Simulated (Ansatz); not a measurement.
**GeH6NOSb: up Jacob's ladder to CCSD(T)**

One table from this session's results is given with a row withheld; the runs are named, their logs left out.

Computed with Ansatz 0.2.0, Gaussian basis. Level: functionals in def2-TZVPP, the program's frozen cores in correlated methods.

The runs, in order: LDA (SPW92), PBE-D4, revPBE-D4, BLYP-D4, r2SCAN-D4, B97M-V, PBE0-D4, B3LYP-D4, r2SCANh-D4, r2SCAN0-D4, HSE06-D4, BHLYP-D4, CAM-B3LYP-D4, LC-ωPBE, ωB97X-V, ωB97M-V, B2PLYP, PBE-QIDH; CCSD(T)/def2-SVP; CCSD(T)/def2-TZVPP; MP2/def2-QZVPP; extrapolation to the limit; RPA on PBE.

## The relaxed structure

An earlier PBE0-D4 in a triple-zeta def2 set relaxation fixed the geometry. Sb takes the def2 core potential; no spin-orbit term is included.

SMILES `[NH2][GeH]([OH])[SbH2]`, 10 atoms, charge 0, spin multiplicity 1.

Atoms are counted from 1 here; the program's logs count them from 0.

Bond lengths: N1–Ge2 1.825 Å, N1–H5 1.010 Å, N1–H6 1.011 Å, Ge2–O3 1.784 Å, Ge2–Sb4 2.646 Å, Ge2–H7 1.546 Å, O3–H8 0.960 Å, Sb4–H9 1.708 Å, Sb4–H10 1.709 Å. Angles: Ge2–N1–H5 114.9°, Ge2–N1–H6 114.2°, H5–N1–H6 109.1°, N1–Ge2–O3 102.5°, N1–Ge2–Sb4 118.2°, N1–Ge2–H7 106.6°, O3–Ge2–Sb4 106.9°, O3–Ge2–H7 111.2°, Sb4–Ge2–H7 111.0°, Ge2–O3–H8 112.6°, Ge2–Sb4–H9 89.8°, Ge2–Sb4–H10 89.8°, H9–Sb4–H10 91.5°.

The first run:

in.yaml reads:

```yaml
crystal:
  periodic: [false, false, false]
  atoms:
    - {symbol: N, position_ang: [-1.395193, -0.047437, -0.977323]}
    - {symbol: Ge, position_ang: [0.249335, -0.560663, -0.375399]}
    - {symbol: O, position_ang: [-0.117675, -2.055100, 0.527480]}
    - {symbol: Sb, position_ang: [1.528968, 1.050828, 1.288212]}
    - {symbol: H, position_ang: [-2.012036, 0.319877, -0.266262]}
    - {symbol: H, position_ang: [-1.368288, 0.596531, -1.755651]}
    - {symbol: H, position_ang: [1.105865, -0.858705, -1.627787]}
    - {symbol: H, position_ang: [0.603099, -2.326446, 1.099842]}
    - {symbol: H, position_ang: [0.034421, 1.528608, 1.963855]}
    - {symbol: H, position_ang: [1.454504, 2.301209, 0.125933]}
basis:
  gaussian: {orbitals: def2-TZVPP}
hamiltonian: {xc: lda}
output: {orbitals: {seedname: orbitals}}
```

The run is started by

```bash
ansatz run in.yaml --threads 4 --pin off --events-out ev --progress --plain --max-ram 10444MiB
```

Steps of the session up to this table: LDA; PBE-D4 (GGA); revPBE-D4 (GGA); BLYP-D4 (GGA); r2SCAN-D4 (meta-GGA); B97M-V (meta-GGA); B3LYP-D4 (hybrid); r2SCANh-D4 (hybrid); r2SCAN0-D4 (hybrid); HSE06-D4 (hybrid); BHLYP-D4 (hybrid); CAM-B3LYP-D4 (range-separated); LC-ωPBE (range-separated); ωB97X-V (range-separated); ωB97M-V (range-separated); B2PLYP (double hybrid); PBE-QIDH (double hybrid).

One of the session's tables, all rows but one given; the rest of the session is left out.

It belongs to the step «Frontier levels by functional». 

| functional | HOMO (eV) | gap (eV) |
| --- | --- | --- |
| LDA (SPW92) | -5.74 | 4.22 |
| PBE-D4 | -5.58 | 4.27 |
| revPBE-D4 | -5.52 | 4.30 |
| BLYP-D4 | -5.44 | 4.18 |
| r2SCAN-D4 | -5.84 | 4.74 |
| B97M-V | -5.87 | 4.68 |
| PBE0-D4 | -6.69 | 6.11 |
| B3LYP-D4 | -6.49 | 5.65 |
| r2SCANh-D4 | -6.26 | 5.41 |
| r2SCAN0-D4 | -6.87 | 6.40 |
| HSE06-D4 | -6.31 | 5.36 |
| BHLYP-D4 | -7.65 | 7.80 |
| CAM-B3LYP-D4 | -7.90 | 8.18 |
| LC-ωPBE | -9.13 | 10.47 |
| ωB97X-V | -8.82 | 10.07 |
| ωB97M-V | ? | ? |

**Question.** Estimate the row for ωB97M-V.

As computed: HOMO (eV): -8.69; gap (eV): 9.73. In the column «HOMO (eV)» it lies between ωB97X-V (-8.82) and CAM-B3LYP-D4 (-7.90).
